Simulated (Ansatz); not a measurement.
**H₇InN₂Si: up Jacob's ladder to CCSD(T)**

The task here is to estimate one member of a computed series from the others.

Program: Ansatz 0.2.0, Gaussian basis. Level of theory: functionals in def2-TZVPP, the program's frozen cores in correlated methods. These are calculated values, not measurements.

Plan: LDA (SPW92), PBE-D4, revPBE-D4, BLYP-D4, r2SCAN-D4, B97M-V, PBE0-D4, B3LYP-D4, r2SCANh-D4, r2SCAN0-D4, HSE06-D4, BHLYP-D4, CAM-B3LYP-D4, LC-ωPBE, ωB97X-V, ωB97M-V, B2PLYP, PBE-QIDH; CCSD(T)/def2-SVP; CCSD(T)/def2-TZVPP; MP2/def2-QZVPP; extrapolation to the limit; RPA on PBE.

## The geometry

An earlier PBE0-D4 in a triple-zeta def2 set relaxation fixed the geometry. In takes the def2 core potential; no spin-orbit term is included.

SMILES `N[SiH2][NH][InH2]`, 11 atoms, charge 0, spin multiplicity 1.

Atoms are counted from 1 here; the program's logs count them from 0.

Bond lengths: N1–Si2 1.803 Å, N1–H5 1.012 Å, N1–H6 1.012 Å, Si2–N3 1.670 Å, Si2–H7 1.494 Å, Si2–H8 1.493 Å, N3–In4 2.123 Å, N3–H9 1.005 Å, In4–H10 1.724 Å, In4–H11 1.724 Å. Angles: Si2–N1–H5 115.3°, Si2–N1–H6 115.3°, H5–N1–H6 107.8°, N1–Si2–N3 97.5°, N1–Si2–H7 106.7°, N1–Si2–H8 106.9°, N3–Si2–H7 118.6°, N3–Si2–H8 118.5°, H7–Si2–H8 106.9°, Si2–N3–In4 102.8°, Si2–N3–H9 127.4°, In4–N3–H9 129.8°, N3–In4–H10 114.9°, N3–In4–H11 114.9°, H10–In4–H11 127.5°.

Set-up of the first run:

Contents of in.yaml:

```yaml
crystal:
  periodic: [false, false, false]
  atoms:
    - {symbol: N, position_ang: [-0.967082, 0.524682, -0.495817]}
    - {symbol: Si, position_ang: [0.511363, 1.148518, 0.325853]}
    - {symbol: N, position_ang: [1.219736, -0.328725, 0.651350]}
    - {symbol: In, position_ang: [-0.169713, -1.707380, -0.170985]}
    - {symbol: H, position_ang: [-1.840820, 0.724310, -0.024806]}
    - {symbol: H, position_ang: [-1.069921, 0.795099, -1.466063]}
    - {symbol: H, position_ang: [1.184608, 2.067053, -0.640506]}
    - {symbol: H, position_ang: [0.050776, 1.987128, 1.472646]}
    - {symbol: H, position_ang: [2.092773, -0.496623, 1.118989]}
    - {symbol: H, position_ang: [0.230555, -2.290235, -1.742953]}
    - {symbol: H, position_ang: [-1.242294, -2.423827, 0.972273]}
basis:
  gaussian: {orbitals: def2-TZVPP}
hamiltonian: {xc: lda}
output: {orbitals: {seedname: orbitals}}
```

The run is started by

```console
ansatz run in.yaml --threads 2 --pin off --events-out ev --progress --plain --max-ram 4352MiB
```

Among the steps run: LDA; PBE-D4 (GGA); revPBE-D4 (GGA); BLYP-D4 (GGA); r2SCAN-D4 (meta-GGA); B97M-V (meta-GGA); PBE0-D4 (hybrid); B3LYP-D4 (hybrid); r2SCANh-D4 (hybrid); r2SCAN0-D4 (hybrid); HSE06-D4 (hybrid); BHLYP-D4 (hybrid); CAM-B3LYP-D4 (range-separated); LC-ωPBE (range-separated); ωB97X-V (range-separated); ωB97M-V (range-separated); B2PLYP (double hybrid); PBE-QIDH (double hybrid).

One table of the session follows, with a row left open; its other results are not shown here.

```
  functional  HOMO (eV)  gap (eV)
 LDA (SPW92)      -5.34      3.69
      PBE-D4      -5.23      3.79
   revPBE-D4      -5.19      3.83
     BLYP-D4      -5.11      3.73
   r2SCAN-D4      -5.49      4.46
      B97M-V      -5.64      4.26
     PBE0-D4      -6.52      5.80
    B3LYP-D4      -6.30      5.33
  r2SCANh-D4      -5.97      5.17
  r2SCAN0-D4      -6.70      6.24
    HSE06-D4      -6.12      5.05
    BHLYP-D4          ?         ?
CAM-B3LYP-D4      -7.87      7.91
     LC-ωPBE      -9.23     10.31
     ωB97X-V      -8.89      9.83
     ωB97M-V      -8.79      9.33
```

Estimate the missing values for BHLYP-D4.

Worked estimate for «HOMO (eV)». Against the share of exact exchange, BLYP-D4 (0, -5.11), B3LYP-D4 (0.2, -6.30) give a slope of -5.95 per unit share; at 0.5 the line stands at -8.08.

The run gave: HOMO (eV): -7.72; gap (eV): 7.62. In «HOMO (eV)» the line misses by -0.36.

Caveats from the session: All levels share the lack of spin-orbit coupling, which lowers the free heavy atoms and so the true binding.
